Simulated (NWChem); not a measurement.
**CH5InO2 (SMILES [CH3][In]([OH])[OH]) at 6 levels**

Wanted: a comparison of 6 runs (HF/def2-SVP, PBE/def2-SVP, PBE0/def2-SVP, SVWN5/def2-SVP, MP2/def2-SVP, CCSD(T)/def2-SVP) of CH5InO2. 

The results are computed with NWChem 7.3.0.

1 further run of the same task is left out (it didn't finish).

### Step 1. Starting point

CH5InO2: 9 atoms, total charge 0, spin state singlet. SMILES: `[CH3][In]([OH])[OH]`. The coordinates come from a PBE0-D4/def2-TZVP relaxation. This is one conformer, not always the lowest.

Bond lengths: C1–In2 2.127 Å, In2–O3 1.981 Å, In2–O4 1.993 Å, C1–H5 1.090 Å, C1–H6 1.090 Å, C1–H7 1.089 Å, O3–H8 0.961 Å, O4–H9 0.959 Å. Some angles: C1–In2–O3 124.7°, C1–In2–O4 129.1°, O3–In2–O4 106.2°, In2–C1–H5 109.8°, In2–C1–H6 109.5°, In2–C1–H7 109.4°, In2–O3–H8 111.0°, In2–O4–H9 114.4°, H5–C1–H6 109.0°, H5–C1–H7 109.7°.

### Step 2. Energy and forces at HF/def2-SVP (core potential) (run 1)

Contents of ch5ino2.xyz:

```xyz
9

C     -0.086600     0.920200    -1.366200
In     0.122900    -0.336100     0.337800
O      1.440800    -1.806000     0.500900
O     -0.898600    -0.312900     2.048600
H     -1.126400     0.929200    -1.692800
H      0.212100     1.936300    -1.107700
H      0.547500     0.548900    -2.169800
H      1.365500    -2.243400     1.353100
H     -1.577100     0.363700     2.096100
```

Contents of run.py:

```python
from ase.io import read
from ase.calculators.nwchem import NWChem

atoms = read('ch5ino2.xyz')

calc = NWChem(
    label='ch5ino2',
    theory='scf',
    memory='2200 mb',
    basis='def2-SVP',
    basispar='spherical bse',
    scf={'nopen': '0', 'rhf': None, 'thresh': '1e-08', 'maxiter': '80'},
    **{'ecp bse': {'In library': 'def2-SVP'}},
)
atoms.calc = calc

forces = atoms.get_forces()
print(f"energy = {atoms.get_potential_energy():.6f} eV")
print("forces (eV/A):")
for s, f in zip(atoms.symbols, forces):
    print(f"{s:2s} {f[0]:10.5f} {f[1]:10.5f} {f[2]:10.5f}")
print("dipole (e A):", atoms.get_dipole_moment().round(4))
```

The run is started by

```sh
$ export ASE_NWCHEM_COMMAND="nwchem PREFIX.nwi > PREFIX.nwo"
$ python run.py
```

What it wrote:

```text
energy = -10328.714339 eV
forces (eV/A):
C    -0.06870    0.18311   -0.18635
In    0.12712   -0.29820    0.26580
O    -0.10932   -0.41647    0.87762
O    -0.71544    0.82568   -0.13149
H     0.02103    0.05096   -0.07271
H    -0.00962    0.02725   -0.07682
H    -0.02185    0.04340   -0.02869
H     0.22528    0.26030   -0.81648
H     0.55150   -0.67610    0.16913
dipole (e A): [-0.346   0.5453 -0.3009]
```

The calculator wrote ch5ino2.nwi:

```
title "ch5ino2"

permanent_dir ch5ino2

scratch_dir ch5ino2

start ch5ino2

geometry units angstrom nocenter noautosym noautoz
  C  -8.6599999999999996e-02 9.2020000000000002e-01 -1.3662000000000001e+00
  In 1.2290000000000000e-01 -3.3610000000000001e-01 3.3779999999999999e-01
  O  1.4408000000000001e+00 -1.8060000000000000e+00 5.0090000000000001e-01
  O  -8.9859999999999995e-01 -3.1290000000000001e-01 2.0486000000000000e+00
  H  -1.1264000000000001e+00 9.2920000000000003e-01 -1.6928000000000001e+00
  H  2.1210000000000001e-01 1.9362999999999999e+00 -1.1076999999999999e+00
  H  5.4749999999999999e-01 5.4890000000000005e-01 -2.1698000000000000e+00
  H  1.3654999999999999e+00 -2.2433999999999998e+00 1.3531000000000000e+00
  H  -1.5770999999999999e+00 3.6370000000000002e-01 2.0960999999999999e+00
end

memory 2200 mb

basis spherical bse noprint
   * library def2-SVP
end

scf
  nopen 0
  rhf
  thresh 1e-08
  maxiter 80
end
ecp bse
  In library def2-SVP
end

task scf gradient
```

ch5ino2.nwo:

```text
Northwest Computational Chemistry Package (NWChem) 7.3.0
             --------------------------------------------------------

           Job information
           ---------------

    nwchem branch   = 7.3.0
    use scalapack   = T
    input           = ch5ino2.nwi
    prefix          = ch5ino2.
    data base       = ch5ino2/ch5ino2.db
    status          = startup
    nproc           =        1

           Memory information
           ------------------

    heap     =     72089598 doubles =      550.0 Mbytes
    stack    =     72089595 doubles =      550.0 Mbytes
    global   =    144179200 doubles =     1100.0 Mbytes (distinct from heap & stack)
    total    =    288358393 doubles =     2200.0 Mbytes
    verify   = yes
    hardfail = no

[... 139 lines left out ...]
 Convergence threshold     :          1.000E-08
[... 13 lines left out ...]
       Final RHF  results
[... 3 lines left out ...]
      One-electron energy =   -987.460988513169
[... 1 line left out ...]
 Nuclear repulsion energy =    195.945472027163
[... 42 lines left out ...]
                       ROHF Final Molecular Orbital Analysis
[... 281 lines left out ...]
                         RHF ENERGY GRADIENTS

    atom               coordinates                        gradient
                 x          y          z           x          y          z
   1 C      -0.163650   1.738926  -2.581744    0.001336  -0.003561   0.003624
   2 In      0.232247  -0.635137   0.638349   -0.002472   0.005799  -0.005169
   3 O       2.722717  -3.412845   0.946564    0.002126   0.008099  -0.017067
[... 5 lines of this table left out ...]
   9 H      -2.980287   0.687293   3.961055   -0.010725   0.013148  -0.003289

                 ----------------------------------------
                 |  Time  |  1-e(secs)   |  2-e(secs)   |
                 ----------------------------------------
                 |  CPU   |       0.10   |       7.61   |
                 ----------------------------------------
                 |  WALL  |       0.10   |       7.61   |
                 ----------------------------------------

 Task  times  cpu:       39.7s     wall:       39.7s
 Total times  cpu:       39.7s     wall:       39.7s
```

Wall time 42 s (1 thread of AMD EPYC 7R43 (Zen 3), shared host); peak memory 0.094 GiB.

### Step 3. Energy and forces at PBE/def2-SVP (core potential) (run 2)

Contents of a.nw:

```
START a
TITLE "CH5InO2 PBE"
memory 2200 mb
GEOMETRY noautosym nocenter noautoz
  C     -0.086600     0.920200    -1.366200
  In     0.122900    -0.336100     0.337800
  O      1.440800    -1.806000     0.500900
  O     -0.898600    -0.312900     2.048600
  H     -1.126400     0.929200    -1.692800
  H      0.212100     1.936300    -1.107700
  H      0.547500     0.548900    -2.169800
  H      1.365500    -2.243400     1.353100
  H     -1.577100     0.363700     2.096100
END
BASIS "ao basis" spherical bse
  * library def2-SVP
END
ECP bse
  In library def2-SVP
END
DFT
  xc xpbe96 cpbe96
  grid fine
  convergence energy 1e-08
  iterations 100
  mulliken
  noprint "final vectors analysis"
END
TASK dft gradient
```

The run is started by

```sh
$ nwchem a.nw > a.out
```

What it wrote:

```text
[...]
          Wavefunction type:  closed shell.
          No. of atoms     :     9
          No. of electrons :    48
[...]
          Charge           :     0
          Spin multiplicity:     1
[...]
          AO basis - number of functions:    93
[...]
              XC Information
              --------------
          PerdewBurkeErnzerhof Exchange Functional  1.000
            Perdew 1991 LDA Correlation Functional  1.000 local
           PerdewBurkeErnz. Correlation Functional  1.000 non-local
[...]
 d= 0,ls=0.0,diis     1   -381.1786516467 -5.77D+02  3.45D-02  1.28D+00     3.0
[...]
 d= 0,ls=0.0,diis    12   -381.3450580851 -3.66D-09  7.17D-07  9.77D-09    40.9
         Total DFT energy =     -381.345058085072
      One electron energy =     -987.473765506150
           Coulomb energy =      451.189880667329
    Exchange-Corr. energy =      -41.006645273414
 Nuclear repulsion energy =      195.945472027163
[...]
      Total Density - Mulliken Population Analysis
     ---------------------------------------------
    Atom       Charge   Shell Charges
 -----------   ------   -------------------------------------------------------
    1 C    6     6.24   1.98  0.90  0.22  2.09  1.03  0.01
    2 In  21    20.46  -0.60  2.60  0.88  0.17  2.78  3.22  0.92  0.26  9.62  0.60
    3 O    8     8.43   1.99  1.08  0.70  2.82  1.83  0.01
    4 O    8     8.42   1.99  1.08  0.69  2.82  1.83  0.01
    5 H    1     0.93   0.73  0.18  0.03
    6 H    1     0.93   0.73  0.18  0.03
    7 H    1     0.93   0.73  0.18  0.03
    8 H    1     0.82   0.69  0.06  0.07
    9 H    1     0.83   0.69  0.07  0.07
[...]
  wavefunction    = closed shell
                         DFT ENERGY GRADIENTS
    atom               coordinates                        gradient
                 x          y          z           x          y          z
   1 C      -0.163650   1.738926  -2.581744   -0.000373   0.001368  -0.001528
   2 In      0.232247  -0.635137   0.638349    0.002929  -0.006805   0.006209
   3 O       2.722717  -3.412845   0.946564   -0.012032   0.004425   0.013384
   4 O      -1.698108  -0.591295   3.871293   -0.003530   0.011436  -0.012834
   5 H      -2.128587   1.755933  -3.198928    0.010480   0.000359   0.003107
   6 H       0.400811   3.659076  -2.093249   -0.003303  -0.010026  -0.003013
   7 H       1.034625   1.037271  -4.100327   -0.006587   0.004065   0.008053
   8 H       2.580421  -4.239411   2.556988    0.001737   0.006380  -0.013558
   9 H      -2.980287   0.687293   3.961055    0.010679  -0.011203   0.000179
[...]
```

It took 51 s on 1 thread of AMD EPYC 7R43 (Zen 3), shared host; peak memory 0.12 GiB.

Run 3 isn't shown in full; the table further down has it.

### Step 4. Energy and forces at SVWN5/def2-SVP (core potential) (run 4)

Contents of mol.nw:

```
start mol
memory 2200 mb
geometry units bohr noautosym nocenter noautoz
 C     -0.16365028     1.73892598    -2.58174383
 In     0.23224734    -0.63513695     0.63834948
 O      2.72271740    -3.41284538     0.94656382
 O     -1.69810790    -0.59129530     3.87129294
 H     -2.12858751     1.75593352    -3.19892838
 H      0.40081091     3.65907670    -2.09324963
 H      1.03462505     1.03727067    -4.10032775
 H      2.58042102    -4.23941159     2.55698842
 H     -2.98028707     0.68729339     3.96105493
end
basis spherical bse
 * library def2-SVP
end
ecp bse
 In library def2-SVP
end
dft
 xc slater vwn_5
 grid fine
 convergence energy 1e-08
 iterations 100
 mulliken
 noprint "final vectors analysis"
end
task dft gradient
```

The run is started by

```sh
$ nwchem mol.nw > mol.out
```

What it wrote:

```text
[...]
          Wavefunction type:  closed shell.
          No. of atoms     :     9
          No. of electrons :    48
[...]
          Charge           :     0
          Spin multiplicity:     1
[...]
          AO basis - number of functions:    93
[...]
              XC Information
              --------------
                        Slater Exchange Functional  1.000 local
                      VWN V Correlation Functional  1.000 local
[...]
 d= 0,ls=0.0,diis     1   -379.6038542579 -5.76D+02  3.58D-02  1.59D+00     2.3
[...]
 d= 0,ls=0.0,diis    12   -379.7844431988 -6.97D-09  8.19D-07  1.19D-08    24.6
         Total DFT energy =     -379.784443198791
      One electron energy =     -987.239797807751
           Coulomb energy =      450.877792663685
    Exchange-Corr. energy =      -39.367895927510
 Nuclear repulsion energy =      195.945457872784
[...]
      Total Density - Mulliken Population Analysis
     ---------------------------------------------
    Atom       Charge   Shell Charges
 -----------   ------   -------------------------------------------------------
    1 C    6     6.32   1.98  0.89  0.25  2.12  1.07  0.02
    2 In  21    20.54  -0.60  2.60  0.91  0.17  2.78  3.22  0.96  0.26  9.58  0.65
    3 O    8     8.42   1.99  1.06  0.71  2.83  1.83  0.01
    4 O    8     8.42   1.99  1.06  0.71  2.83  1.83  0.01
    5 H    1     0.90   0.70  0.18  0.02
    6 H    1     0.90   0.69  0.18  0.02
    7 H    1     0.90   0.69  0.18  0.02
    8 H    1     0.79   0.66  0.06  0.07
    9 H    1     0.81   0.67  0.07  0.07
[...]
  wavefunction    = closed shell
                         DFT ENERGY GRADIENTS
    atom               coordinates                        gradient
                 x          y          z           x          y          z
   1 C      -0.163650   1.738926  -2.581744   -0.001209   0.007084  -0.009441
   2 In      0.232247  -0.635137   0.638349    0.001844  -0.003614   0.002764
   3 O       2.722717  -3.412845   0.946564   -0.003152  -0.006115   0.015539
   4 O      -1.698108  -0.591295   3.871293   -0.011261   0.012775  -0.001794
   5 H      -2.128588   1.755934  -3.198928    0.011571   0.000824   0.002822
   6 H       0.400811   3.659077  -2.093250   -0.003725  -0.010679  -0.003955
   7 H       1.034625   1.037271  -4.100328   -0.007451   0.005059   0.008260
   8 H       2.580421  -4.239412   2.556988    0.002233   0.006571  -0.014722
   9 H      -2.980287   0.687293   3.961055    0.011151  -0.011906   0.000527
[...]
```

Run time: 36 s. Hardware: 1 thread of AMD EPYC 7R43 (Zen 3), shared host; peak memory 0.11 GiB.

Run 5 isn't shown in full; the table further down has it.

### Step 5. A single-point energy at CCSD(T)/def2-SVP (core potential) (run 6)

Contents of a.nw:

```
start a
title "CH5InO2"
memory total 2200 mb
geometry units angstrom noautosym nocenter noautoz
 C     -0.086600     0.920200    -1.366200
 In     0.122900    -0.336100     0.337800
 O      1.440800    -1.806000     0.500900
 O     -0.898600    -0.312900     2.048600
 H     -1.126400     0.929200    -1.692800
 H      0.212100     1.936300    -1.107700
 H      0.547500     0.548900    -2.169800
 H      1.365500    -2.243400     1.353100
 H     -1.577100     0.363700     2.096100
end
basis spherical bse
 * library def2-SVP
end
ecp bse
 In library def2-SVP
end
scf
 thresh 1e-08
 maxiter 80
end
ccsd
 freeze core 7
 maxiter 60
end
task ccsd(t) energy
```

The run is started by

```sh
$ nwchem a.nw > a.out
```

What it wrote:

```text
[...]
  functions       =    93
[...]
  wavefunction    = RHF
[...]
         Total SCF energy =   -379.573253981579
      One-electron energy =   -987.460988517226
      Two-electron energy =    411.942262508484
 Nuclear repulsion energy =    195.945472027163
        Time for solution =     31.6s
[...]
 Total MP2 energy:           -380.193963226238111
[...]
             energy      energy      error      ampl     ampl      Block
                                                time     time      time
[...]
 Total CCSD energy:           -380.221980163823105
[...]
 Total CCSD+T(CCSD) energy:           -380.240302966623062
[...]
 Total CCSD(T) energy:                -380.238607309254803
[...]
```

It took 6.3 min on 1 thread of AMD EPYC 7R43 (Zen 3), shared host; peak memory 0.33 GiB.

### Step 6. All runs side by side

| run | level | iteration cap | module | energy (Eh) | dipole moment (D) | HOMO energy (eV) | LUMO energy (eV) | wall time |
| --- | --- | --- | --- | --- | --- | --- | --- | --- |
| 1 | HF/def2-SVP (core potential) | 80 | scf | -379.573254 | 3.42 | -11.33 | 2.03 | 42 s |
| 2 | PBE/def2-SVP (core potential) | 100 | dft | -381.345058 | 2.68 | – | – | 51 s |
| 3 | PBE0/def2-SVP (core potential) | 100 | dft | -381.350134 | 2.96 | -7.70 | -0.64 | 53 s |
| 4 | SVWN5/def2-SVP (core potential) | 100 | dft | -379.784443 | 2.75 | – | – | 36 s |
| 5 | MP2/def2-SVP (core potential) | 80 | mp2 | -380.193963 | 2.85 | -11.33 | 2.03 | 88 s |
| 6 | CCSD(T)/def2-SVP (core potential) | 80 | ccsd(t) | -380.238607 | – | -11.33 | 2.03 | 6.3 min |

### Step 7. Results

| quantity | value |
| --- | --- |
| run 6: total energy | -380.23861 Eh |
| run 6: HOMO energy (Hartree–Fock orbitals) | -11.33 eV |
| run 6: LUMO energy (Hartree–Fock orbitals) | 2.03 eV |
| run 6: HOMO–LUMO gap (Hartree–Fock orbitals) | 13.37 eV |
| run 6: correlation energy (7 core orbitals frozen) | -665.4 mEh |
| run 6: (T) correction | -16.63 mEh |

Below the HF energy at the same shape and in the same basis (def2-SVP): MP2 -620.7 mEh; CCSD(T) -665.4 mEh. Over runs 1, 2, 3, 4, 5 the dipole moment (its size) runs from 2.68 D (PBE/def2-SVP) to 3.42 D (HF/def2-SVP). Totals of different functionals can't be ranked against each other. All runs together took 11 min, the longest 6.3 min.
